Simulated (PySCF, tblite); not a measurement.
# C₆H₁₁FOSi₂: geometry, infrared bands and NMR shifts

Aim: predict the infrared bands and NMR shifts of C₆H₁₁FOSi₂ (`C[SiH2][C@H](F)C#C[SiH2]C(C)=O`).

Computed with tblite 0.8.0 and PySCF 2.14.0, with density-fitted response routines of our own, on a single molecule in the gas phase. Atoms count from 0, in the outputs and in this text.

## 1. Starting geometry

21 atoms, charge 0, multiplicity 1; geometry from: force field or distance geometry start.

Bonds of the start (Å): C0–Si1 1.85, Si1–C2 1.87, C2–F3 1.38, C2–C4 1.46, C4–C5 1.20, C5–Si6 1.89, Si6–C7 1.89, C7–C8 1.50, C7–O9 1.23, C0–H10 1.09, C0–H11 1.11, C0–H12 1.09, Si1–H13 1.50, Si1–H14 1.49, C2–H15 1.10, Si6–H16 1.49, Si6–H17 1.50, C8–H18 1.10, C8–H19 1.10, C8–H20 1.08.

## 2. Relaxing the molecule with GFN2-xTB

Job settings and geometry (Å):

```
{"job": {"kind": "relax", "xc": "GFN2-xTB", "basis": "xTB"}, "charge": 0, "multiplicity": 1}
C     -3.134400    -0.368100    -0.617900
Si    -2.989900     0.710200     0.877800
C     -1.353100     1.615400     0.939400
F     -1.272200     2.395100    -0.198200
C     -0.169700     0.757300     0.977700
C      0.812300     0.070100     0.984200
Si     2.374400    -0.987100     0.976100
C      3.010000    -1.318100    -0.767700
C      3.000000    -0.194500    -1.755600
O      3.379800    -2.458700    -1.032300
H     -2.361200    -1.129000    -0.646000
H     -4.112600    -0.882400    -0.630000
H     -3.070900     0.230700    -1.522300
H     -3.136200    -0.142900     2.100200
H     -4.126100     1.675200     0.918700
H     -1.351000     2.304800     1.802100
H      3.415700    -0.267500     1.768600
H      2.076100    -2.253500     1.719600
H      1.966000     0.074400    -2.012600
H      3.519100     0.680300    -1.339000
H      3.515100    -0.494800    -2.661900
```

Launch:

```
$ OMP_NUM_THREADS=1 python probes_run.py task.json out
```

One launch serves the whole session: the jobs run in the order shown.

**Question.** This job is followed by: GFN2-xTB harmonic vibrations, gas phase; GIAO PBE0/pcSseg-1 NMR shielding, non-relativistic, gas phase. What will the session give for the following? strongest single infrared mode (GFN2-xTB); zero-point energy (GFN2-xTB); 13C shifts against TMS (PBE0/pcSseg-1); 1H shifts against TMS (PBE0/pcSseg-1, means over atoms taken as alike); 29Si shifts against TMS (PBE0/pcSseg-1); 19F shifts against CFCl3 (PBE0/pcSseg-1); 17O shifts against H2O (PBE0/pcSseg-1).

The runs gave:

| quantity | value |
| --- | --- |
| strongest single infrared mode (GFN2-xTB) | 2224 cm⁻¹, 356 km/mol |
| zero-point energy (GFN2-xTB) | 89.7 kcal/mol |
| 13C shifts against TMS (PBE0/pcSseg-1) | 240.7, 114.8, 98.3, 80.3, 40.7, -11.0 ppm |
| 1H shifts against TMS (PBE0/pcSseg-1, means over atoms taken as alike) | 5.67, 4.65, 4.40, 4.22, 4.20, 2.73, 0.48 ppm |
| 29Si shifts against TMS (PBE0/pcSseg-1) | -38.3, -87.7 ppm |
| 19F shifts against CFCl3 (PBE0/pcSseg-1) | -252.6 ppm |
| 17O shifts against H2O (PBE0/pcSseg-1) | 862.9 ppm |

**Reading.** The optimisation took 152 steps and gained 0.278 eV; among the close pairs (by a distance rule), Si1–C2 changed most, from 1.871 to 1.942 Å. All 57 modes are real, so the xTB geometry is a minimum. The strongest single mode, at 2224 cm⁻¹, moves mainly H16. GFN2-xTB is a fitted tight-binding method: band positions and strengths are rough. Its intensities can rank the bands wrongly. H15 (hydrogen on a propargylic sp3 CH bonded to F and Si) lies farthest downfield among hydrogen, at 5.67 ppm; its carbon carries F, hence the downfield position. At PBE0/pcSseg-1: The largest span, 1732 ppm, is at O9, where the paramagnetic term is -923 ppm.
